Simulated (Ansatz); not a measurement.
# HBrF radical: geometry and frequencies at several levels

The task here is to estimate one member of a computed series from the others.

Computed with Ansatz 0.2.0 (the levels named in each step, unless a step's input says otherwise).

## The structure to begin with

Bond lengths: F1–H3 0.933 Å.

Coordinates:

```xyz
3

F     2.0953   -1.6541   -1.0074
Br   -0.5353    0.4095    0.2536
H     2.9439   -1.2832   -1.1186
```

The first run:

input.yaml reads:

```yaml
crystal:
  periodic: [false, false, false]
  atoms:
    - { symbol: F, position_ang: [2.0953, -1.65411, -1.00741] }
    - { symbol: Br, position_ang: [-0.53533, 0.40948, 0.25364] }
    - { symbol: H, position_ang: [2.9439, -1.28322, -1.11863] }
magnetization:
  spin_polarized: true
  initial_magnetization: 1
basis:
  gaussian: { orbitals: def2-SVP }
hamiltonian:
  xc: pbe
  dispersion: d4
relax:
  f_tol: 0.03
  max_steps: 200
```

Started as:

```bash
$ ansatz run input.yaml --threads 1 --pin off --max-ram 2560MiB --backend cpu --events-out ev --progress --plain --runs-dir out
```

Steps of the session up to this table: A rough first relaxation, PBE-D4/def2-SVP; Relaxation, HF/STO-3G; Frequencies, HF/STO-3G; Relaxation, HF/def2-SVP; Frequencies, HF/def2-SVP; Relaxation, LDA/def2-SVP; Frequencies, LDA/def2-SVP; Relaxation, PBE-D4/def2-SVP; Frequencies, PBE-D4/def2-SVP; Relaxation, PBE0-D4/def2-TZVPP; Relaxation, MP2/def2-TZVPP; Frequencies, MP2/def2-TZVPP.

One of the session's tables, all rows but one given; the rest of the session is left out.

It belongs to the step «Geometries side by side». 

| level | F1–H3 (Å) | dipole (D) | highest frequency (cm⁻¹) |
| --- | --- | --- | --- |
| HF/STO-3G | 0.9549 | 1.32 | 4480 |
| HF/def2-SVP | 0.9017 | 2.01 | 4478 |
| LDA/def2-SVP | 0.9497 | 1.51 | 3700 |
| PBE-D4/def2-SVP | 0.9401 | 1.74 | 3850 |
| PBE0-D4/def2-TZVPP | 0.9197 | 1.87 | - |
| MP2/def2-TZVPP | ? | ? | ? |

Q: Estimate the row for MP2/def2-TZVPP from the others.

As computed: F1–H3 (Å): 0.9192; dipole (D): 1.91; highest frequency (cm⁻¹): 4137. In the column «F1–H3 (Å)» it lies between HF/def2-SVP (0.9017) and PBE0-D4/def2-TZVPP (0.9197).
